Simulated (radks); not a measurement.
# Cr³⁺ in [Ne] 3s1.5 3p6 3d3 4f0.5: an all-electron calculation

The task here is to estimate one member of a computed series from the others.

Program: radks (a radial shooting solver on a logarithmic mesh, Libxc functionals) version 1. Level of theory: Dirac Kohn-Sham, LDA (Slater exchange, Perdew-Wang correlation), spin-unpolarised, spherical densities, finite nucleus; open shells fill j = l - 1/2 first. These are calculated values, not measurements, unless marked.

### The atom as given

```
element            : chromium (Z = 24)
charge             : +3
electrons          : 21
configuration      : [Ne] 3s1.5 3p6 3d3 4f0.5
nuclear rms radius : 3.6452 fm
```

The first run:

Input:

```text
Z 24
configuration [Ne] 3s1.5 3p6 3d3 4f0.5
relativity Dirac
functional lda,pw
spin unpolarised
j_filling energy
nucleus finite rms 3.6452 fm
c 137.035999084
```

One of the session's tables, all rows but one given; the rest of the session is left out.

It belongs to the step «Shells». Sizes of the orbitals, from the radial functions (bohr):

| level | <r> | outermost maximum (interpolated) | 90 % within | nodes |
| --- | --- | --- | --- | --- |
| 1s1/2 | 0.06367 | 0.0417 | 0.114 | 0 |
| 2s1/2 | 0.2936 | 0.244 | 0.456 | 1 |
| 2p1/2 | ? | ? | ? | ? |
| 2p3/2 | 0.2610 | 0.198 | 0.428 | 0 |
| 3s1/2 | 0.8824 | 0.770 | 1.32 | 2 |
| 3p1/2 | 0.9218 | 0.781 | 1.41 | 1 |
| 3p3/2 | 0.9295 | 0.788 | 1.42 | 1 |
| 3d3/2 | 1.055 | 0.771 | 1.74 | 0 |
| 3d5/2 | 1.057 | 0.772 | 1.75 | 0 |
| 4f5/2 | 4.633 | 4.16 | 6.76 | 0 |
| 4f7/2 | 4.633 | 4.17 | 6.76 | 0 |

Q: Estimate the row for 2p1/2 from the others.

As computed: <r>: 0.2582; outermost maximum (interpolated): 0.196; 90 % within: 0.424; nodes: 0. In the column «<r>» it lies between 1s1/2 (0.06367) and 2p3/2 (0.2610).
